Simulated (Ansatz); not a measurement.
# Al2Ru: the cost of one run

Program: Ansatz 0.2.0. Level of theory: DFT LDA, scalar-relativistic, plane waves, PAW. These are calculated values, not measurements.

## Step 1: The system as given

Symmetry: I4/mmm, No. 139, tetragonal system. Conventional cell: a = 3.121 Å, b = 3.121 Å, c = 8.444 Å, α = 90.00°, β = 90.00°, γ = 90.00°. Al (site symmetry 4mm) is surrounded by 5 Ru at 2.58 to 2.88 Å and 5 Al at 2.69 Å. Ru (site symmetry 4/mmm) is surrounded by 10 Al at 2.58 to 2.88 Å.

Coordinates:

```cif
data_structure
_symmetry_space_group_name_H-M 'P 1'
_symmetry_Int_Tables_number 1
_cell_length_a 4.7638
_cell_length_b 4.7638
_cell_length_c 4.7638
_cell_angle_alpha 141.758
_cell_angle_beta 141.758
_cell_angle_gamma 55.193
_cell_volume 41.12
loop_
_atom_site_label
_atom_site_type_symbol
_atom_site_fract_x
_atom_site_fract_y
_atom_site_fract_z
_atom_site_occupancy
Al1 Al 0.65920 0.65920 0.00000 1
Al2 Al 0.34080 0.34080 0.00000 1
Ru1 Ru 0.00000 0.00000 0.00000 1
```

The structure comes from the Materials Project (structure only).

(A quick probe on a coarse mesh, which set the mesh and smearing, is not shown.)

## Step 3: Relaxing cell and atoms

File input.yaml:

```yaml
crystal:
  lattice:
    - [-1.56042162, 1.56042162, 4.22180559]
    - [1.56042162, -1.56042162, 4.22180559]
    - [1.56042162, 1.56042162, -4.22180559]
  atoms:
    - { symbol: Al, position: [0.65920219, 0.65920219, 0.0] }
    - { symbol: Al, position: [0.34079781, 0.34079781, 0.0] }
    - { symbol: Ru, position: [0.0, 0.0, 0.0] }
basis:
  ecutwfc: 420
kpoints:
  mp_grid: { grid: [18, 18, 18] }
hamiltonian:
  xc: lda
scf:
  occupations: { method: gaussian, width: 0.1 }
output:
  forces: true
  stress: true
  eigenvalues: true
relax:
  adjacent_minimum: "off"
  f_tol: 0.005
  max_steps: 80
  cell: { stress_tol: 0.05 }
```

The run is started by

```sh
$ ansatz run input.yaml --threads 1 --pin off --max-ram 3072MiB --backend cpu --events-out ev --progress --plain --runs-dir out
```

What time and memory should one allow on 1 thread of AMD EPYC 9R45 (Zen 5), shared host?

About 25 s, with a peak of 0.63 GiB.
